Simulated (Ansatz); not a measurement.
# GaAs+ (sextet): wave-function methods side by side, cc-pVDZ

An exercise on one series of results from a longer session: the logs are not shown, and one member is left open.

The runs use Ansatz 0.2.0, Gaussian basis; cc-pVDZ, core rule «outside noble gas», up to 28 orbitals frozen.

To be run: UHF; CCSD(T) on ROHF; CCSD(T) on UHF; BCCD(T) on ROHF; CISD; CCSDT(Q) on ROHF; CCSDT(Q) on UHF.

18 further runs of the same task are left out: 2 for a known fault of the program, 10 that didn't finish, 6 set aside as unsound or not needed.

## The geometry

The geometry is a PBE0/def2-TZVP stationary point (not a proven minimum) of the parent state, kept for this charge and spin. No spin-orbit coupling is included. The filled d shell of Ga, As may be among the frozen orbitals whatever the setting's name suggests; the logs give the count.

2 atoms, charge 1, spin multiplicity 6.

Atoms are counted from 1 here; the program's logs count them from 0.

Bond lengths: Ga1–As2 2.704 Å.

Set-up of the first run:

File in.yaml:

```yaml
crystal:
  periodic: [false, false, false]
  atoms:
    - {symbol: Ga, position_ang: [0.000000, 0.000000, 0.000000]}
    - {symbol: As, position_ang: [0.000000, 0.000000, 2.703500]}
basis:
  gaussian: {orbitals: cc-pVDZ}
total_charge: 1
magnetization: {spin_polarized: true, initial_magnetization: 5}
hamiltonian: {xc: hf}
output: {orbitals: {seedname: orbitals}}
```

On the command line:

```sh
$ ansatz run in.yaml --threads 1 --pin off --events-out ev --progress --plain --max-ram 2393MiB
```

Steps of the session up to this table: UHF; CCSD(T) on ROHF; CCSD(T) on UHF; BCCD(T) on ROHF; CISD; CCSDT(Q) on ROHF; CCSDT(Q) on UHF.

One of the session's tables, all rows but one given; the rest of the session is left out.

It belongs to the step «Misses and costs». 

| method | from RCCSDT(Q) (kcal/mol) |
| --- | --- |
| ROHF | +51.71 |
| UHF | +50.40 |
| RMP2 | +12.20 |
| UMP2 | ? |
| CISD | +1.90 |
| RCCSD | +1.36 |
| UCCSD | +0.47 |
| RCCSD(T) | +0.35 |
| UCCSD(T) | -0.54 |
| BCCD(T) | +0.35 |
| RCCSDT | +0.06 |
| UCCSDT | -0.83 |
| RCCSDT(Q) | 0 |
| UCCSDT(Q) | -0.89 |

Estimate the missing values for UMP2.

**Answer.** from RCCSDT(Q) (kcal/mol): +11.42. In the column «from RCCSDT(Q) (kcal/mol)» it lies between CISD (+1.90) and RMP2 (+12.20).

Caveats from the session: Restricted and unrestricted rows rest on different reference determinants; where their highest levels disagree by more than a few hundredths of an eV, they describe different states and don't form one ladder.
